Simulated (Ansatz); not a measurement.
Runs of Ansatz 0.2.0 on Ba2Tl5V3O12. Symmetry: C2, No. 5, monoclinic system. The conventional cell has a = 12.980 Å, b = 13.354 Å, c = 6.079 Å, α = 90.00°, β = 109.30°, γ = 90.00°. Ba (site symmetry 2) has 6 O at 2.58 to 2.76 Å as nearest neighbours. Around Ba (site symmetry 2) lie 8 O at 2.76 to 3.03 Å. V (site symmetry 1) is surrounded by 4 O at 1.72 to 1.75 Å. V (site symmetry 2) has 4 O at 1.71 to 1.76 Å as nearest neighbours. Tl (site symmetry 1) has 3 O at 2.57 to 2.74 Å as nearest neighbours. Tl (site symmetry 2) has 4 O at 2.66 to 2.69 Å as nearest neighbours. Tl (site symmetry 1) is surrounded by 3 O at 2.55 to 2.75 Å. O (site symmetry 1) is surrounded by 1 V at 1.75 Å. The cell was built by a generator and needn't be a form met in nature.

| task | level | cell | k mesh | cutoff (eV) | points for each segment of the path | gap on the mesh (eV) | pressure (GPa) | moment (μB) | relaxed volume (Å³/atom) | largest force (eV/Å) |
| --- | --- | --- | --- | --- | --- | --- | --- | --- | --- | --- |
| relaxation of cell and atoms | PBEsol | relaxed | 2 × 2 × 4 | 420 | - | (b) | 0.0 | 0.00 | 20.71 | 0.01 |
| band structure | PBEsol | as given | 3 × 3 × 5 | 420 | 10 | 2.86 | (a) | 0.00 | - | 0.32 |
| relaxation of cell and atoms | r2SCAN | relaxed | 2 × 2 × 4 | 500 | - | (c) | 0.0 | 0.00 | 21.10 | 0.01 |
| band structure | r2SCAN | as given | 3 × 3 × 5 | 500 | 10 | 3.24 | -2.1 | 0.00 | - | 0.45 |

Alike in all rows: potentials or basis Ansatz PAW; spin collinear, ferromagnetic start; smearing fermi-dirac 0.05 eV.

Estimate the missing entries.

(a) -2.7; (b) 2.72; (c) 3.13.

Caveats: spin-orbit coupling is left out, which as a rule narrows the gap of such compounds by several tenths of an eV; the PAW data sets come from PBE, with cores solved anew for the run's functional, which leaves a small shift of forces and pressure; the starting moments weren't kept; the plane-wave basis is chosen anew once the cell has moved, so the energies of steps on either side of that aren't comparable (some runs); the magnetic or orbital state may not be the lowest (some runs).

A k mesh can miss the band edges, and the runs leave out spin-orbit coupling on Ba, Tl.

Runs at the PBE level aren't shown here.
